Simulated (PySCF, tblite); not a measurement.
**C6H3ClFO radical: geometry, infrared bands and EPR parameters**

Aim: predict the infrared bands and EPR parameters of C6H3ClFO radical (`Oc1c(F)c[c]cc1Cl`).

Computed with tblite 0.8.0 and PySCF 2.14.0, with density-fitted response routines of our own, on a single molecule in the gas phase. Atoms count from 0, in the outputs and in this text.

## Step 1: The starting structure

12 atoms, charge 0, multiplicity 2; geometry from: force field or distance geometry start.

Bonds of the start (Å): O0–C1 1.38, C1–C2 1.37, C2–F3 1.35, C2–C4 1.40, C4–C5 1.39, C5–C6 1.40, C6–C7 1.40, C7–Cl8 1.73, C7–C1 1.40, O0–H9 0.97, C4–H10 1.09, C6–H11 1.10.

## Step 2: Relaxing the molecule with GFN2-xTB

What the job is given:

```
{"job": {"kind": "relax", "xc": "GFN2-xTB", "basis": "xTB"}, "charge": 0, "multiplicity": 2}
O      2.157000     0.660100     0.081300
C      0.825700     0.303100    -0.000300
C     -0.065500     1.159700    -0.596900
F      0.339100     2.340700    -1.115800
C     -1.423700     0.828800    -0.687300
C     -1.876900    -0.381100    -0.176600
C     -0.974500    -1.252200     0.435500
C      0.381200    -0.909400     0.534200
Cl     1.477400    -2.008800     1.292000
H      2.625400    -0.054800     0.539800
H     -2.119300     1.512500    -1.174300
H     -1.344800    -2.199200     0.842300
```

The run is started by

```sh
$ OMP_NUM_THREADS=1 python probes_run.py task.json out
```

One launch serves the whole session: the jobs run in the order shown.

**Question.** This job is followed by: GFN2-xTB harmonic vibrations, gas phase; UKS B3LYP, pcH-1 on C Cl F H O, non-relativistic, mean-field spin-orbit, GIAO. What will the session give for the following? strongest single infrared mode (GFN2-xTB); zero-point energy (GFN2-xTB); g(iso) (B3LYP); ⟨S²⟩; largest a(iso); potential on the surface of density 0.002 e/bohr³, 1st and 99th percentile.

The runs gave:

```
                                                                  quantity                  value
                                 strongest single infrared mode (GFN2-xTB)  1196 cm⁻¹, 159 km/mol
                                              zero-point energy (GFN2-xTB)          44.4 kcal/mol
                                                            g(iso) (B3LYP)                2.00254
                                                                      ⟨S²⟩     0.758 (exact 0.75)
                                                            largest a(iso)   13C on C5, 430.6 MHz
potential on the surface of density 0.002 e/bohr³, 1st and 99th percentile     -1.13 V and 1.99 V
```

In words: Over 13 steps the energy fell by 0.157 eV; of the close pairs, C5–C6 changed most, 1.396 to 1.361 Å. No mode is imaginary among the 30: a minimum at this level. The strongest single mode, at 1196 cm⁻¹, has its largest shares on H9, H11, H10 and C2 (the list is cut at 4 atoms). GFN2-xTB is a fitted tight-binding method: band positions and strengths are rough. Its intensities can rank the bands wrongly. Most of the unpaired spin sits on C5 (1.01 e). The isotropic g lies 0.2 ppt above the free-electron value. These values are for one conformer; the search (at its own cheap level) found 1 more, at 0.12 kcal/mol, and measured spectra average over such forms.
